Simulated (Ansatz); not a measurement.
Predict the output of the script below (Ansatz 0.2.0 through its Python package).

`cl2fh2nsi.py`:
```python
"""X-H bond energies and deprotonation of Cl2FH2NSi without relaxation."""

import ansatz as az

BASIS_SET = "cc-pVDZ"
FUNCTIONAL = "r2SCAN"
VDW = "d3bj"


def energy_of(molecule, charge=0, unpaired=0):
    calc = molecule.calculation().basis(gaussian=BASIS_SET).functional(FUNCTIONAL, dispersion=VDW)
    if charge:
        calc = calc.charge(charge)
    if unpaired:
        calc = calc.spin("collinear", total=unpaired)
    report = calc.run(threads=1, backend="cpu").report
    if report["published_state_doubts"]:
        print("  doubts:", report["published_state_doubts"])
    return report["free_energy_ev"]

def without(molecule, index):
    rest = az.Crystal.molecule()
    for i, site in enumerate(molecule.cartesian_sites):
        if i != index:
            rest = rest.atom(site.symbol, site.position_ang)
    return rest


def main() -> None:
    geometry_ang = [
        ("N", (-0.9887, 0.1287, 0.5146)),
        ("Si", (0.5681, -0.0433, 0.029)),
        ("F", (1.2227, -1.0475, 1.0437)),
        ("Cl", (0.6609, -0.8011, -1.8579)),
        ("Cl", (1.5468, 1.7341, -0.0706)),
        ("H", (-1.4677, -0.7296, 0.526)),
        ("H", (-1.4809, 0.6907, -0.2306)),
    ]
    system = az.Crystal.molecule()
    for symbol, xyz in geometry_ang:
        system = system.atom(symbol, xyz)

    whole = energy_of(system, 0)
    hydrogen = energy_of(az.Crystal.molecule().atom("H", (0, 0, 0)), 0, 1)
    print(f"E(molecule) = {whole:.5f} eV, E(H) = {hydrogen:.5f} eV")
    for index in [6]:
        radical = energy_of(without(system, index), 0, 1)
        print(f"H{index}: homolysis {96.485332 * (radical + hydrogen - whole):.1f} kJ/mol")
        anion = energy_of(without(system, index), -1)
        print(f"H{index}: loss of a proton {96.485332 * (anion - whole):.1f} kJ/mol")


if __name__ == "__main__":
    main()
```

`python cl2fh2nsi.py` gives:
```text
DeckWarning: the engine holds no damping parameters fitted to this dispersion correction and functional, so the run takes those fitted to r2scan beside the three-body term, which d3bj leaves out (hamiltonian.dispersion, under Limitations)
E(molecule) = -37163.44087 eV, E(H) = -13.58415 eV
H6: homolysis 478.3 kJ/mol
H6: loss of a proton 1578.0 kJ/mol
```
(Warnings from the package without file and line.)

What to keep in mind:
- Total energies depend on the basis set; only differences at equal settings carry meaning.
- The geometry is a force-field or estimated start, not a minimum of this method, and the basis set is short of its limit. All parts are taken at fixed geometry, without zero-point energy.
- Anions want diffuse functions, which this basis lacks.
- A dispersion term here runs with damping parameters fitted for another variant or functional.
- It ran for 27 s on 1 thread of Arm Neoverse V2, on a shared host, peak memory 0.27 GiB.

(Lines on the test bed's own set-up are left out of the output.)
